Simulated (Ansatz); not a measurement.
# CH₄OSSi: up Jacob's ladder to CCSD(T)

Aim: compute CH₄OSSi with functionals from several rungs and with coupled cluster. The yardstick is the atomisation energy at the CCSD(T) limit.

Method: functionals in def2-TZVPP, the program's frozen cores in correlated methods; program: Ansatz 0.2.0, Gaussian basis.

The runs, in order: PBE-D4, r2SCAN-D4, PBE0-D4, B3LYP-D4, ωB97X-V, ωB97M-V, B2PLYP; CCSD(T)/def2-TZVPP; CCSD(T)/def2-QZVPP; extrapolation to the limit.

## 1. Structure used throughout

All runs share one geometry, relaxed beforehand with PBE0-D4 in a triple-zeta def2 set.

SMILES `CS[Si]O`, 8 atoms, charge 0, spin multiplicity 1.

Atoms are counted from 1 here; the program's logs count them from 0.

Bond lengths: C1–S2 1.813 Å, C1–H5 1.089 Å, C1–H6 1.089 Å, C1–H7 1.092 Å, S2–Si3 2.146 Å, Si3–O4 1.649 Å, O4–H8 0.961 Å. Angles: S2–C1–H5 109.2°, S2–C1–H6 109.1°, S2–C1–H7 110.5°, H5–C1–H6 109.6°, H5–C1–H7 109.2°, H6–C1–H7 109.2°, C1–S2–Si3 99.6°, S2–Si3–O4 101.1°, Si3–O4–H8 121.6°.

## 2. PBE-D4 (GGA)

File in.yaml:

```yaml
crystal:
  periodic: [false, false, false]
  atoms:
    - {symbol: C, position_ang: [0.668152, 1.386907, -0.178651]}
    - {symbol: S, position_ang: [-0.010789, 0.037152, 0.823657]}
    - {symbol: Si, position_ang: [-0.599368, -1.308859, -0.740622]}
    - {symbol: O, position_ang: [-1.225882, -2.558629, 0.134716]}
    - {symbol: H, position_ang: [1.715410, 1.532833, 0.081065]}
    - {symbol: H, position_ang: [0.111044, 2.299529, 0.026893]}
    - {symbol: H, position_ang: [0.591087, 1.150512, -1.242390]}
    - {symbol: H, position_ang: [-1.249654, -2.539434, 1.095322]}
basis:
  gaussian: {orbitals: def2-TZVPP}
hamiltonian: {xc: pbe, dispersion: d4}
output: {forces: true, orbitals: {seedname: orbitals}}
```

Run with:

```console
$ ansatz run in.yaml --threads 2 --pin off --events-out ev --progress --plain --max-ram 32768MiB --backend cpu
```

Further steps of the session: r2SCAN-D4 (meta-GGA); PBE0-D4 (hybrid); B3LYP-D4 (hybrid); ωB97X-V (range-separated); ωB97M-V (range-separated); B2PLYP (double hybrid); CCSD(T) in def2-TZVPP; CCSD(T) in def2-QZVPP.

Before running them: what should the planned runs give, taken together? Wanted: atomisation energy, CCSD(T)/CBS; farthest; mean size of error, hybrid; mean size of error, range-separated; gap, smallest and largest; T1 diagnostic; triples share of the correlation energy.

The runs gave:

| quantity | value |
| --- | --- |
| atomisation energy, CCSD(T)/CBS | 30.178 eV |
| functionals within 0.151 eV (0.5 %) | r2SCAN-D4, PBE0-D4, B3LYP-D4, ωB97X-V |
| farthest | PBE-D4 (+0.573 eV) |
| mean size of error, hybrid | 0.129 eV |
| mean size of error, range-separated | 0.098 eV |
| gap, smallest and largest | 3.42 eV (PBE-D4), 9.51 eV (ωB97X-V) |
| T1 diagnostic | 0.0140 |
| triples share of the correlation energy | 4.2 % |

In words: PBE-D4 is off by +0.573 eV. Double hybrids carry the basis error of their MP2 part in triple zeta, and no dispersion term here, so their miss is partly the set-up's. The reference freezes the cores and leaves out relativity and excitations past (T), so misses under about 0.151 eV can't be ranked. Hartree-Fock recovers 70 % of the binding; the rest is correlation. Orbital gaps span 3.4 to 9.5 eV; exact exchange widens them.
